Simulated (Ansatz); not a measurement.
# GeHf: the cost of one run

Program: Ansatz 0.2.0, Gaussian basis. Level of theory: def2-TZVPP, core rule «outside noble gas», up to 18 orbitals frozen. These are calculated values, not measurements.

The runs, in order: UHF; CCSD(T) on ROHF; CCSD(T) on UHF; CCSDT(Q) on ROHF; CCSDT(Q) on UHF.

9 further runs of the same task are left out: 6 for a known fault of the program, 3 set aside as unsound or not needed.

## Step 1: What is computed

The geometry is a PBE0/def2-TZVP stationary point (not a proven minimum) of the parent state, kept for this charge and spin. No spin-orbit coupling is included. Elements past krypton take def2 core potentials. The filled d shell of Ge may be among the frozen orbitals whatever the setting's name suggests; the logs give the count.

2 atoms, charge 1, spin multiplicity 8.

Atoms are counted from 1 here; the program's logs count them from 0.

Bond lengths: Hf1–Ge2 2.569 Å.

## Step 2: UHF

The input, in.yaml:

```yaml
crystal:
  periodic: [false, false, false]
  atoms:
    - {symbol: Hf, position_ang: [0.000000, 0.000000, 0.000000]}
    - {symbol: Ge, position_ang: [0.000000, 0.000000, 2.569000]}
basis:
  gaussian: {orbitals: def2-TZVPP}
total_charge: 1
magnetization: {spin_polarized: true, initial_magnetization: 7}
hamiltonian: {xc: hf}
output: {orbitals: {seedname: orbitals}}
```

Launch:

```sh
> ansatz run in.yaml --threads 1 --pin off --events-out ev --progress --plain --max-ram 2816MiB --backend cpu
```

**Question.** How long does this run take on 1 thread of AMD EPYC 7R13, shared host, and how much memory does it need?

About 19 s, with a peak of 0.31 GiB.
